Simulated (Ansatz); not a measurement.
# In4Bi3P: the band gap up the ladder of functionals

The task here is to estimate one member of a computed series from the others.

Code: Ansatz 0.2.0. PAW datasets, plane waves. No spin polarisation and no zero-point or thermal motion; the cell was built from a prototype and may be hypothetical.

**The system as given**

The cell was relaxed beforehand with r2SCAN.

Space group P-43m (No. 215), cubic; conventional cell a = 6.541 Å, 34.98 Å³ an atom. Around P lie 4 In at 2.64 Å; around In lie 1 P at 2.64 Å and 3 Bi at 2.90 Å; around Bi lie 4 In at 2.90 Å.

Structure file:

```
CELL_PARAMETERS angstrom
6.54088 0.00000 0.00000
0.00000 6.54088 0.00000
0.00000 0.00000 6.54088
ATOMIC_POSITIONS crystal
P 0.00000 0.00000 0.00000
In 0.76689 0.76689 0.76689
Bi 0.50000 0.50000 0.00000
In 0.23311 0.23311 0.76689
Bi 0.50000 0.00000 0.50000
In 0.23311 0.76689 0.23311
Bi 0.00000 0.50000 0.50000
In 0.76689 0.23311 0.23311
```

The first run:

File input.yaml:

```yaml
crystal:
  lattice:
    - [6.5408795499, 0.0, 0.0]
    - [0.0, 6.5408795499, 0.0]
    - [0.0, 0.0, 6.5408795499]
  atoms:
    - { symbol: P, position: [0.0, 0.0, 0.0] }
    - { symbol: In, position: [0.7668864699, 0.7668864699, 0.7668864699] }
    - { symbol: Bi, position: [0.5, 0.5, 0.0] }
    - { symbol: In, position: [0.2331135301, 0.2331135301, 0.7668864699] }
    - { symbol: Bi, position: [0.5, 0.0, 0.5] }
    - { symbol: In, position: [0.2331135301, 0.7668864699, 0.2331135301] }
    - { symbol: Bi, position: [0.0, 0.5, 0.5] }
    - { symbol: In, position: [0.7668864699, 0.2331135301, 0.2331135301] }
kpoints:
  mp_grid: { grid: [4, 4, 4] }
  band_path:
    path:
      - [[0.0, 0.0, 0.0], [-9.582544897482e-51, 0.5, -2.453709180961e-34], [0.5, 0.5, -1.472225508576e-34], [0.0, 0.0, 0.0], [0.5, 0.5, 0.5], [-9.582544897482e-51, 0.5, -2.453709180961e-34]]
      - [[0.5, 0.5, 0.5], [0.5, 0.5, -1.472225508576e-34]]
    npoints: 10
hamiltonian:
  xc: pbe
scf:
  occupations: { method: fermi_dirac, width: 0.02 }
  n_extra_bands: 6
output:
  forces: true
  stress: true
  eigenvalues: true
```

On the command line:

```
$ ansatz run input.yaml --threads 2 --pin off --max-ram 20275MiB --backend cpu --events-out ev --progress --plain --runs-dir out
```

Among the steps run: Band structure with PBE; Single point with r2SCAN; HSE06 at the same geometry; PBE+SOC at the same geometry.

One of the session's tables, all rows but one given; the rest of the session is left out.

| level | gap (eV) |
| --- | --- |
| PBE | -0.18 |
| r2SCAN | 0.00 |
| HSE06 | 0.00 |
| PBE+SOC | ? |

**Question.** Estimate the row for PBE+SOC.

**Answer.** gap (eV): -0.63. In the column «gap (eV)» it is the lowest.

Meshes: PBE 4×4×4, r2SCAN 4×4×4, HSE06 2×2×2, PBE+SOC 4×4×4

To keep in mind: Warnings in the runs' records: stress scf threshold loose, filled band counts differ across k points, stress exchange threshold loose.
